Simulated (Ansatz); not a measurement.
# Cd3HgTe4: the cost of one run

Computed with Ansatz 0.2.0 (DFT PBE, scalar-relativistic, plane waves, PAW, unless a step's input says otherwise).

1 further run of the same task is left out (it didn't finish). Runs told in other sessions of the task aren't counted.

**1. The system as given**

It takes space group P-43m (No. 215, cubic). Conventional cell: a = 6.629 Å, b = 6.629 Å, c = 6.629 Å, α = 90.00°, β = 90.00°, γ = 90.00°. Cd (site symmetry -42m) is surrounded by 4 Te at 2.87 Å. Around Hg (site symmetry -43m) lie 4 Te at 2.88 Å. Te (site symmetry 3m) has 3 Cd at 2.87 Å and 1 Hg at 2.88 Å in its first shell of neighbours.

Structure file:

```xyz
8
Lattice="6.6293 0.0000 0.0000 0.0000 6.6293 0.0000 0.0000 0.0000 6.6293" Properties=species:S:1:pos:R:3 pbc="T T T"
Cd    0.0000    3.3147    3.3147
Cd    3.3147    0.0000    3.3147
Cd    3.3147    3.3147    0.0000
Hg    0.0000    0.0000    0.0000
Te    4.9657    4.9657    1.6636
Te    4.9657    1.6636    4.9657
Te    1.6636    4.9657    4.9657
Te    1.6636    1.6636    1.6636
```

The start is the relaxed end of an invented cell (made as: elements ordered on the sites of the HgTe type, Cd/Hg on Hg (P-43m, No. 215)), taken up again for a closer look.

**2. A first look at the guess**

The input, input.yaml:

```yaml
crystal:
  lattice:
    - [6.6293392, 0.0, 0.0]
    - [0.0, 6.6293392, 0.0]
    - [0.0, 0.0, 6.6293392]
  atoms:
    - { symbol: Cd, position: [0.0, 0.5, 0.5] }
    - { symbol: Cd, position: [0.5, 0.0, 0.5] }
    - { symbol: Cd, position: [0.5, 0.5, 0.0] }
    - { symbol: Hg, position: [0.0, 0.0, 0.0] }
    - { symbol: Te, position: [0.749052, 0.749052, 0.250948] }
    - { symbol: Te, position: [0.749052, 0.250948, 0.749052] }
    - { symbol: Te, position: [0.250948, 0.749052, 0.749052] }
    - { symbol: Te, position: [0.250948, 0.250948, 0.250948] }
basis:
  ecutwfc: 420
kpoints:
  mp_grid: { grid: [4, 4, 4] }
hamiltonian:
  xc: pbe
scf:
  occupations: { method: gaussian, width: 0.1 }
  lower_state_search: "off"
output:
  forces: true
  stress: true
  eigenvalues: true
```

On the command line:

```sh
> ansatz run input.yaml --threads 4 --pin off --max-ram 8192MiB --backend cpu --events-out ev --progress --plain --runs-dir out
```

**Question.** How long does this run take on 4 threads of AMD EPYC 9R45 (Zen 5), shared host, and how much memory does it need?

About 2.7 s, with a peak of 0.91 GiB.
